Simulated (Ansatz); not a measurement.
This script drives Ansatz's Python interface.

Script `bend.py`:
```python
"""Bending curve of GeH4S."""

import ansatz as az
from ase import Atoms

BASIS_SET = "def2-SVP"
XC = "CAM-B3LYP"
FMAX = 0.02


def main() -> None:
    atoms = Atoms(["S", "Ge", "H", "H", "H", "H"], positions=[
        [0.8925, -1.1624, 1.0518],
        [-0.1828, 0.5012, -0.0816],
        [0.5075, -2.0635, 0.031],
        [-1.5966, 0.1426, -0.2829],
        [0.4995, 0.6739, -1.4817],
        [-0.078, 1.8442, 0.7172],
    ])

    # relax first, so that the scan starts from a minimum
    first = (
        az.Crystal.molecule_from_ase(atoms).calculation()
        .basis(gaussian=BASIS_SET)
        .functional(XC)
        .relax(force_tolerance=FMAX, max_steps=80)
    )
    atoms.positions = first.run(threads=1).report["positions_ang"]

    rows = []
    for angle in [90, 100, 110, 120, 135, 150, 165, 179]:
        bent = atoms.copy()
        bent.set_angle(1, 0, 2, angle, indices=[2])
        base = (
            az.Crystal.molecule_from_ase(bent).calculation()
            .basis(gaussian=BASIS_SET)  # atom-centred Gaussian functions
            .functional(XC)
        )
        rows.append((angle, base.run(threads=1).report["free_energy_ev"]))
    floor = min(e for _, e in rows)
    for angle, e in rows:
        print(f"angle Ge1-S0-H2 = {angle:3d} deg   {1000 * (e - floor):9.1f} meV")


if __name__ == "__main__":
    main()
```

It is started by `python bend.py`. How long does it take on 1 thread of Arm Neoverse V1 (shared host), and how much memory does it need?

It took about 33 s, with a peak of 0.23 GiB, for 9 runs of the engine.

`python bend.py` gives:
```text
angle Ge1-S0-H2 =  90 deg         0.3 meV
angle Ge1-S0-H2 = 100 deg         0.0 meV
angle Ge1-S0-H2 = 110 deg       106.9 meV
angle Ge1-S0-H2 = 120 deg       309.6 meV
angle Ge1-S0-H2 = 135 deg       758.6 meV
angle Ge1-S0-H2 = 150 deg      1306.2 meV
angle Ge1-S0-H2 = 165 deg      1808.3 meV
angle Ge1-S0-H2 = 179 deg      2046.8 meV
```

The scan is rigid, and the energies are electronic, in a modest basis. The zero is the lowest point of the grid, which needn't be the minimum.
